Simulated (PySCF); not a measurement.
# PdF: from the state search to spectroscopic constants

One table from this session's results is given with a row withheld; the runs are named, their logs left out.

Program: PySCF 2.14.0. Level of theory: Pd def2-TZVPP with ECP28, F def2-TZVPP, scalar-relativistic core potentials. These are calculated values, not measurements.

Set-up of the first run:

A driver script around PySCF takes these settings:

| Property | Result |
| --- | --- |
| atoms | Pd, F |
| charge | 0 |
| basis | Pd def2-TZVPP with ECP28, F def2-TZVPP |
| Hamiltonian | scalar-relativistic core potentials |
| basis functions | 87 |
| electrons treated | 27 |
| masses in u | 105.9035, 18.9984 |
| levels | PBE0, PBE, r²SCAN, PW91, M06-2X, M06-L, B97-3, ωB97M-V, HF, MP2, SCS-MP2 |
| grid | 80 radial by 434 angular points |
| occupations | held fixed by the projection of orbital angular momentum |
| dissociation limit | Pd + F, each in its ground configuration |
| starting distance in angstrom | 1.800 |
| values of 2S to try | 1, 3 |

On the command line:

```bash
> OMP_NUM_THREADS=1 python dia.py task.json out
```

Steps of the session up to this table: Input; PBE0 along the bond; Excited determinants; PBE; r²SCAN (meta-GGA); PW91 (GGA); M06-2X; M06-L (meta-GGA); B97-3 (global hybrid GGA); ωB97M-V (range-separated hybrid); UHF.

One table of the session follows, with a row left open; its other results are not shown here.

Energy (eV) from each level's lowest point:

| R (Å) | UHF | UHF-MP2 | UHF-SCS-MP2 | PBE | PW91 |
| --- | --- | --- | --- | --- | --- |
| 1.653 | 1.501 | 0.955 | 1.063 | 1.033 | 1.024 |
| 1.730 | 0.745 | 0.394 | 0.464 | 0.448 | 0.442 |
| 1.807 | 0.298 | 0.103 | 0.141 | 0.137 | 0.133 |
| 1.864 | 0.111 | 0.011 | 0.029 | 0.030 | 0.028 |
| 1.922 | 0.020 | 0.000 | 0.000 | 0.000 | 0.000 |
| 1.980 | 0.000 | 0.048 | 0.033 | 0.027 | 0.029 |
| 2.057 | 0.055 | 0.179 | 0.146 | 0.125 | 0.130 |
| 2.153 | ? | ? | ? | ? | ? |
| 2.268 | 0.475 | 0.742 | 0.673 | 0.579 | 0.590 |
| 2.422 | 0.877 | 1.215 | 1.127 | 0.952 | 0.967 |

Estimate the missing values for R (Å) = 2.153.

Worked estimate for «UHF». A straight line through the neighbours (2.057, 0.055) and (2.268, 0.475) gives 0.055 + (0.475 − 0.055) × (2.153 − 2.057) / (2.268 − 2.057) = 0.246; a parabola fitted to 4 rows on both sides gives 0.224.

**Answer.** UHF: 0.212; UHF-MP2: 0.411; UHF-SCS-MP2: 0.359; PBE: 0.311; PW91: 0.319. In «UHF» the line misses by +0.034 and the parabola by +0.012.

To keep in mind: The state is the lowest single determinant that the PBE0 search found; with open d or f shells the true ground state can be another one.
